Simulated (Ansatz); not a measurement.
Run this with Ansatz 0.2.0, Python API and show what comes out.

`c2h7osi3_energy.py`
```python
'''Single point of C2H7OSi3 in a Gaussian basis.'''

from pathlib import Path
import logging
import sys

import ansatz as az
import numpy as np

logging.basicConfig(stream=sys.stdout, format='%(levelname)s %(message)s')
logger = logging.getLogger('run')
logger.setLevel(logging.INFO)


def main() -> None:
    geometry_ang = [
        ('C', (3.6971, 1.0286, 0.2904)),
        ('C', (2.6936, 0.3613, 0.3002)),
        ('Si', (1.1815, -0.6426, 0.3139)),
        ('Si', (-0.2332, 0.133, -1.2346)),
        ('O', (-1.6475, -0.8471, -1.3104)),
        ('Si', (-2.7085, -0.2681, -0.0847)),
        ('H', (4.5781, 1.6147, 0.2816)),
        ('H', (1.5172, -2.0421, 0.0136)),
        ('H', (0.5525, -0.5608, 1.6402)),
        ('H', (-0.5427, 1.556, -1.0132)),
        ('H', (-2.0765, -0.3817, 1.2394)),
        ('H', (-3.0793, 1.1314, -0.3496)),
        ('H', (-3.9324, -1.0826, -0.0869)),
    ]
    molecule = az.Crystal.molecule()
    for symbol, xyz in geometry_ang:
        molecule = molecule.atom(symbol, xyz)

    model = (
        molecule.calculation()
        .basis(gaussian='def2-SVP')
        .functional('b3lyp', dispersion='d4')
        .spin('collinear', total=1)
        .forces()
        .orbitals()
    )
    print(model.to_yaml())
    outcome = model.run(threads=1, runs_dir='out')
    rep = outcome.report

    logger.info(f'E = {rep["free_energy_ev"]:.6f} eV = {rep["free_energy_ev"] / 27.211386246:.7f} Ha')
    print('converged:', rep['converged'], ' doubts:', rep['published_state_doubts'] or 'none')

    state = rep['mean_field']['state']
    logger.info(f'mean field: {state["energy"]["hartree"]:.7f} Ha, <S^2> = {abs(state["spin_squared"]):.4f}, stability: {state.get("stability", {}).get("kind")}')

    symbols = [site.symbol for site in molecule.cartesian_sites]
    logger.info('forces (eV/A)')
    for symbol, f in zip(symbols, rep['forces_ev_ang']):
        logger.info(f'  {symbol:2s} {f[0]:9.4f} {f[1]:9.4f} {f[2]:9.4f}')

    charges = rep['charge_distribution']
    print('dipole moment', round(4.803205 * float(np.linalg.norm(charges['dipole_moment_e_ang'])), 3), 'D')
    print('Mulliken:', [(s, round(q, 3)) for s, q in zip(symbols, charges['mulliken_charges_e'])])

    lines = Path(rep['orbitals_path']).read_text().splitlines()
    field_of = lambda key: [line.split('=')[1].strip() for line in lines if line.startswith(key)]
    orbitals = [(27.211386 * float(e), s, float(n)) for e, s, n in zip(field_of('Ene='), field_of('Spin='), field_of('Occup='))]
    homo = max(e for e, _, n in orbitals if n > 0.5)
    lumo = min(e for e, _, n in orbitals if n < 0.5)
    for e, spin, n in sorted(orbitals):
        if homo - 6 < e < lumo + 5:
            logger.info(f'{spin:6s} {e:10.3f} eV  occupation {n:.0f}')


if __name__ == '__main__':
    main()
```

```console
$ python c2h7osi3_energy.py
crystal:
  periodic: [false, false, false]
  atoms:
    - { symbol: C, position_ang: [3.6971, 1.0286, 0.2904] }
    - { symbol: C, position_ang: [2.6936, 0.3613, 0.3002] }
    - { symbol: Si, position_ang: [1.1815, -0.6426, 0.3139] }
    - { symbol: Si, position_ang: [-0.2332, 0.133, -1.2346] }
    - { symbol: O, position_ang: [-1.6475, -0.8471, -1.3104] }
    - { symbol: Si, position_ang: [-2.7085, -0.2681, -0.0847] }
    - { symbol: H, position_ang: [4.5781, 1.6147, 0.2816] }
    - { symbol: H, position_ang: [1.5172, -2.0421, 0.0136] }
    - { symbol: H, position_ang: [0.5525, -0.5608, 1.6402] }
    - { symbol: H, position_ang: [-0.5427, 1.556, -1.0132] }
    - { symbol: H, position_ang: [-2.0765, -0.3817, 1.2394] }
    - { symbol: H, position_ang: [-3.0793, 1.1314, -0.3496] }
    - { symbol: H, position_ang: [-3.9324, -1.0826, -0.0869] }
basis:
  gaussian:
    orbitals: def2-SVP
hamiltonian:
  xc: b3lyp
  dispersion: d4
magnetization:
  spin_polarized: true
  initial_magnetization: 1.0
output:
  orbitals: {}
  forces: true

INFO E = -27857.743730 eV = -1023.7531994 Ha
converged: True  doubts: none
INFO mean field: -1023.7310549 Ha, <S^2> = 0.7524, stability: minimum
INFO forces (eV/A)
INFO   C     0.4998    0.3759   -0.0362
INFO   C    -0.6888   -0.4630    0.0455
INFO   Si    0.5595   -0.4461    0.5887
INFO   Si   -0.2469   -0.5274   -1.8201
INFO   O     0.1043    1.3485    1.2167
INFO   Si   -0.4217   -0.7832   -0.6875
INFO   H     0.5782    0.3819   -0.0056
INFO   H     0.0731   -0.3902   -0.0189
INFO   H    -0.0990   -0.0593    0.4843
INFO   H    -0.2953    0.4590    0.0542
INFO   H     0.2206    0.0236    0.2789
INFO   H    -0.0307    0.3355   -0.0460
INFO   H    -0.2533   -0.2551   -0.0540
dipole moment 1.304 D
Mulliken: [('C', -0.211), ('C', 0.05), ('Si', 0.288), ('Si', 0.361), ('O', -0.564), ('Si', 0.567), ('H', 0.004), ('H', -0.064), ('H', -0.066), ('H', -0.08), ('H', -0.1), ('H', -0.092), ('H', -0.093)]
INFO Alpha     -11.582 eV  occupation 1
INFO Beta      -11.500 eV  occupation 1
INFO Alpha     -11.339 eV  occupation 1
INFO Beta      -11.175 eV  occupation 1
INFO Alpha     -10.787 eV  occupation 1
INFO Alpha     -10.726 eV  occupation 1
INFO Beta      -10.677 eV  occupation 1
INFO Beta      -10.604 eV  occupation 1
INFO Alpha     -10.214 eV  occupation 1
INFO Beta      -10.105 eV  occupation 1
INFO Alpha      -9.319 eV  occupation 1
INFO Beta       -9.241 eV  occupation 1
INFO Alpha      -9.217 eV  occupation 1
INFO Beta       -9.160 eV  occupation 1
INFO Alpha      -8.663 eV  occupation 1
INFO Beta       -8.601 eV  occupation 1
INFO Alpha      -8.067 eV  occupation 1
INFO Beta       -8.052 eV  occupation 1
INFO Alpha      -7.806 eV  occupation 1
INFO Beta       -7.671 eV  occupation 1
INFO Alpha      -5.719 eV  occupation 1
INFO Beta       -2.846 eV  occupation 0
INFO Alpha      -0.897 eV  occupation 0
INFO Beta       -0.746 eV  occupation 0
INFO Alpha      -0.217 eV  occupation 0
INFO Beta       -0.136 eV  occupation 0
INFO Alpha       0.083 eV  occupation 0
INFO Beta        0.158 eV  occupation 0
INFO Alpha       0.805 eV  occupation 0
INFO Beta        0.927 eV  occupation 0
INFO Alpha       1.391 eV  occupation 0
INFO Alpha       1.660 eV  occupation 0
INFO Beta        1.694 eV  occupation 0
INFO Beta        1.779 eV  occupation 0
INFO Alpha       1.924 eV  occupation 0
INFO Beta        1.959 eV  occupation 0
```

Reading the output:
- The settings weren't tested for convergence.
- The geometry is a force-field or estimated start, not a minimum of this method, and the basis set is short of its limit.
- The species is open-shell (spin multiplicity 2).
- b3lyp holds the VWN-RPA fit, as in Gaussian; the form of ORCA and Turbomole is b3lyp5.
- Levels such as HOMO and LUMO are orbital energies: with these approximate functionals they aren't the ionisation energy and electron affinity, and their gap isn't the fundamental gap.
- Hardware and time: 10 s on 1 thread of AMD EPYC 9R14 (Zen 4), with other jobs on the host, peak memory 0.52 GiB.

(Lines on the test bed's own set-up are left out of the output.)
